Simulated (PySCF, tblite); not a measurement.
**C₅H₆SSi: geometry, infrared bands and NMR shifts**

What infrared bands and NMR shifts should C₅H₆SSi (`C#C[SiH](C#C)SC`) show?

Programs: tblite 0.8.0 and PySCF 2.14.0, with density-fitted response routines of our own. Each step states its level of theory. These are calculated values for one molecule in the gas phase, unless marked as measured. Atoms count from 0, in the outputs and in this text.

## (1) The starting structure

13 atoms, charge 0, multiplicity 1; geometry from: force field or distance geometry start.

Bonds of the start (Å): C0–C1 1.21, C1–Si2 1.87, Si2–C3 1.89, C3–C4 1.19, Si2–S5 2.16, S5–C6 1.80, C0–H7 1.06, Si2–H8 1.48, C4–H9 1.07, C6–H10 1.09, C6–H11 1.09, C6–H12 1.10.

## (2) Relaxing the molecule with GFN2-xTB

What the job is given:

```
{"job": {"kind": "relax", "xc": "GFN2-xTB", "basis": "xTB"}, "charge": 0, "multiplicity": 1}
C      2.820400     0.171300    -0.878400
C      1.907600     0.188100    -0.090700
Si     0.516200     0.189200     1.161500
C     -0.715700     1.584000     0.828200
C     -1.502300     2.459000     0.636300
S     -0.555200    -1.673000     0.959800
C     -1.132200    -1.643100    -0.749200
H      3.616800     0.168800    -1.579200
H      1.041000     0.276100     2.542900
H     -2.204400     3.243600     0.450500
H     -1.803700    -0.799600    -0.920200
H     -0.297500    -1.599900    -1.443200
H     -1.695400    -2.564100    -0.936000
```

On the command line:

```bash
$ OMP_NUM_THREADS=1 python probes_run.py task.json out
```

The driver reads the jobs from task.json and runs them one after another.

**Question.** This job is followed by: GFN2-xTB harmonic vibrations, gas phase; GIAO PBE0/pcSseg-1 NMR shielding, non-relativistic, gas phase. What will the session give for the following? strongest single infrared mode (GFN2-xTB); zero-point energy (GFN2-xTB); ¹³C shifts against TMS (PBE0/pcSseg-1, means over atoms taken as alike); ¹H shifts against TMS (PBE0/pcSseg-1, means over atoms taken as alike); ²⁹Si shifts against TMS (PBE0/pcSseg-1); ³³S shifts against CS2 (PBE0/pcSseg-1).

As calculated:

| quantity | value |
| --- | --- |
| strongest single infrared mode (GFN2-xTB) | 2325 cm⁻¹, 249 km/mol |
| zero-point energy (GFN2-xTB) | 52.8 kcal/mol |
| ¹³C shifts against TMS (PBE0/pcSseg-1, means over atoms taken as alike) | 104.1, 85.3, 13.3 ppm |
| ¹H shifts against TMS (PBE0/pcSseg-1, means over atoms taken as alike) | 5.11, 2.31, 2.09 ppm |
| ²⁹Si shifts against TMS (PBE0/pcSseg-1) | -53.7 ppm |
| ³³S shifts against CS2 (PBE0/pcSseg-1) | -150 ppm |

In words: Over 44 steps the energy fell by 0.077 eV; of the close pairs, Si2–C3 changed most, 1.891 to 1.851 Å. No mode is imaginary among the 33: a minimum at this level. The strongest single mode, at 2325 cm⁻¹, moves mainly H8. Unscaled tight-binding wavenumbers are off by several per cent, some by more. Its intensities can rank the bands wrongly. At PBE0/pcSseg-1: The widest tensor belongs to C1, C3: span 290 ppm, with a paramagnetic part of -160 ppm.
